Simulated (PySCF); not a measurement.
# CHAlClNO (SMILES O=C=[N][AlH][Cl]): MP2/pc-0

What is the vertical singlet–triplet gap of CHAlClNO at MP2/pc-0? Input form: a Python script.

Program for the calculation: PySCF 2.14.0.

## Step 1: The molecule

CHAlClNO has 6 atoms, charge 0, and is taken as a singlet. As SMILES, `O=C=[N][AlH][Cl]`. The shape is that of a PBE0-D4/def2-TZVP optimisation. This is one conformer, not always the lowest.

Bond lengths: O1–C2 1.164 Å, C2–N3 1.197 Å, N3–Al4 1.756 Å, Al4–Cl5 2.083 Å, Al4–H6 1.562 Å. Angles: O1–C2–N3 179.3°, C2–N3–Al4 173.9°, N3–Al4–Cl5 117.9°, N3–Al4–H6 120.9°, Cl5–Al4–H6 121.2°.

## Step 2: The energy at MP2/pc-0

File input.py:

```python
from pyscf import gto, mp

mol = gto.M(
    atom='''
O     -0.593600    -1.778800    -2.271400
C     -0.424200    -1.086600    -1.351600
N     -0.264000    -0.376900    -0.401600
Al     0.146900     0.686500     0.934400
Cl     2.090200     1.431800     1.025300
H     -0.913300     1.060100     2.018700
''',
    basis='pc-0',
    max_memory=1860,
    spin=0,
    verbose=3,
)

mf = mol.RHF()
mf.conv_tol = 1e-10
mf.kernel()
if not mf.converged:
    mf = mf.newton().run(mf.mo_coeff, mf.mo_occ)

pt = mp.MP2(mf, frozen=13).run()
energy = pt.e_tot
print('Final energy', energy)
```

Command:

```bash
$ OMP_NUM_THREADS=1 python input.py
```

What it wrote:

```text
converged SCF energy = -868.431000987361
E(RMP2) = -868.783932419542  E_corr = -0.352931432181082
E(SCS-RMP2) = -868.7721021734  E_corr = -0.34110118603944
Final energy -868.7839324195419
```

Run time: 1.2 s. Hardware: 1 thread of Intel Xeon Platinum 8175M at 2.50GHz (Skylake/Cascade Lake), shared host; peak memory 0.13 GiB.

## Step 3: The triplet at the same level

File run.py:

```python
from pyscf import gto, scf, mp

molecule = gto.M(
    atom='''
O     -0.593600    -1.778800    -2.271400
C     -0.424200    -1.086600    -1.351600
N     -0.264000    -0.376900    -0.401600
Al     0.146900     0.686500     0.934400
Cl     2.090200     1.431800     1.025300
H     -0.913300     1.060100     2.018700
''',
    basis='pc-0',
    verbose=4,
    charge=0,
    max_memory=1860,
    spin=2,
)

mf = scf.UHF(molecule)
mf.conv_tol = 1e-10
mf.kernel()
if not mf.converged:
    mf = mf.newton().run(mf.mo_coeff, mf.mo_occ)

pt = mp.MP2(mf, frozen=13).run()
etot = pt.e_tot
print('E(%s) = %.9f' % ('MP2', etot))
```

Command:

```bash
$ OMP_NUM_THREADS=1 python run.py
```

What it wrote:

```text
PySCF version 2.14.0

[INPUT] num. atoms = 6
[INPUT] num. electrons = 52
[INPUT] charge = 0
[INPUT] spin (= nelec alpha-beta = 2S) = 2
[INPUT] symmetry False subgroup None
[INPUT] Mole.unit = angstrom
[INPUT] Symbol           X                Y                Z      unit          X                Y                Z       unit  Magmom
[INPUT]  1 O     -0.593600000000  -1.778800000000  -2.271400000000 AA   -1.121741427542  -3.361444830376  -4.292323919337 Bohr   0.0
[INPUT]  2 C     -0.424200000000  -1.086600000000  -1.351600000000 AA   -0.801621822040  -2.053376406952  -2.554153829962 Bohr   0.0
[INPUT]  3 N     -0.264000000000  -0.376900000000  -0.401600000000 AA   -0.498887696885  -0.712237776349  -0.758914011625 Bohr   0.0
[INPUT]  4 Al     0.146900000000   0.686500000000   0.934400000000 AA    0.277600767699   1.297296984514   1.765760090794 Bohr   0.0
[INPUT]  5 Cl     2.090200000000   1.431800000000   1.025300000000 AA    3.949905545566   2.705709865152   1.937536195517 Bohr   0.0
[INPUT]  6 H     -0.913300000000   1.060100000000   2.018700000000 AA   -1.725886869565   2.003298664651   3.814790127659 Bohr   0.0

nuclear repulsion = 219.259230806004
number of shells = 11
number of NR pGTOs = 97
number of NR cGTOs = 55
basis = pc-0
ecp = {}

******** <class 'pyscf.scf.uhf.UHF'> ********
method = UHF
initial guess = minao
damping factor = 0
level_shift factor = 0
DIIS = <class 'pyscf.scf.diis.CDIIS'>
diis_start_cycle = 1
diis_space = 8
diis_damp = 0
SCF conv_tol = 1e-10
SCF conv_tol_grad = None
SCF max_cycles = 50
direct_scf = True
direct_scf_tol = 1e-13
number electrons alpha = 27  beta = 25
Set gradient conv threshold to 1e-05
init E= -868.988300674811
[... the frontier-level lines of each cycle are left out ...]


[... 4 lines left out ...]
[... 5 lines left out ...]
[... 5 lines left out ...]
[... 48 lines left out ...]
cycle= 16 E= -868.212513274692  delta_E= -4.7e-07  |g|= 0.000104  |ddm|= 0.00426
cycle= 17 E= -868.212513301693  delta_E= -2.7e-08  |g|= 6.2e-05  |ddm|= 0.000402
cycle= 18 E= -868.212513317069  delta_E= -1.54e-08  |g|= 2.68e-05  |ddm|= 0.000531
cycle= 19 E= -868.212513319778  delta_E= -2.71e-09  |g|= 1.12e-05  |ddm|= 0.000187
cycle= 20 E= -868.212513320363  delta_E= -5.85e-10  |g|= 4.11e-06  |ddm|= 0.000102
cycle= 21 E= -868.212513320474  delta_E= -1.11e-10  |g|= 1.1e-06  |ddm|= 8.63e-05
cycle= 22 E= -868.212513320475  delta_E= -9.09e-13  |g|= 4.87e-07  |ddm|= 8.48e-06
Extra cycle  E= -868.212513320476  delta_E= -9.09e-13  |g|= 3.25e-07  |ddm|= 9.43e-07
converged SCF energy = -868.212513320476  <S^2> = 2.1444941  2S+1 = 3.0948306

******** <class 'pyscf.mp.ump2.UMP2'> ********
nocc = (np.int64(14), np.int64(12)), nmo = (42, 42)
frozen orbitals 13
E(UMP2) = -868.519946645549  E_corr = -0.307433325073391
E(SCS-UMP2) = -868.509270960177  E_corr = -0.296757639701309
E_corr(same-spin) = -0.0832642504462627
E_corr(oppo-spin) = -0.224169074627129
E(MP2) = -868.519946646
```

Run time: 1.5 s. Hardware: 1 thread of Intel Xeon Platinum 8175M at 2.50GHz (Skylake/Cascade Lake), shared host; peak memory 0.13 GiB.

## Step 4: Summary of results

At MP2/pc-0, 13 core orbitals frozen:

| quantity | value |
| --- | --- |
| singlet: total energy | -868.78393 Eh |
| singlet: dipole moment (Hartree–Fock density) | 2.36 D |
| singlet: HOMO energy (Hartree–Fock orbitals) | -12.47 eV |
| singlet: LUMO energy (Hartree–Fock orbitals) | 0.89 eV |
| singlet: HOMO–LUMO gap (Hartree–Fock orbitals) | 13.37 eV |
| singlet: correlation energy (13 core orbitals frozen) | -352.9 mEh |
| triplet: total energy | -868.51995 Eh |
| triplet: dipole moment (Hartree–Fock density) | 4.08 D |
| triplet: HOMO energy (Hartree–Fock orbitals) (highest over α and β) | -5.29 eV |
| triplet: LUMO energy (Hartree–Fock orbitals) (lowest over α and β) | -2.55 eV |
| triplet: correlation energy (13 core orbitals frozen) | -307.4 mEh |
| triplet: ⟨S²⟩ of the reference determinant | 2.144 |
| vertical energy of the triplet above the singlet | 7.183 eV |

At this shape the triplet lies 7.18 eV (693 kJ/mol) above the singlet. Mulliken charges (singlet) of the mean-field density run from -0.91 on N3 to +1.22 on Al4. ⟨S²⟩ (triplet) is 2.14 where a pure triplet has 2.00: the reference is spin-contaminated. Mulliken charges (triplet) of the mean-field density run from -0.56 on N3 to +0.84 on Al4.
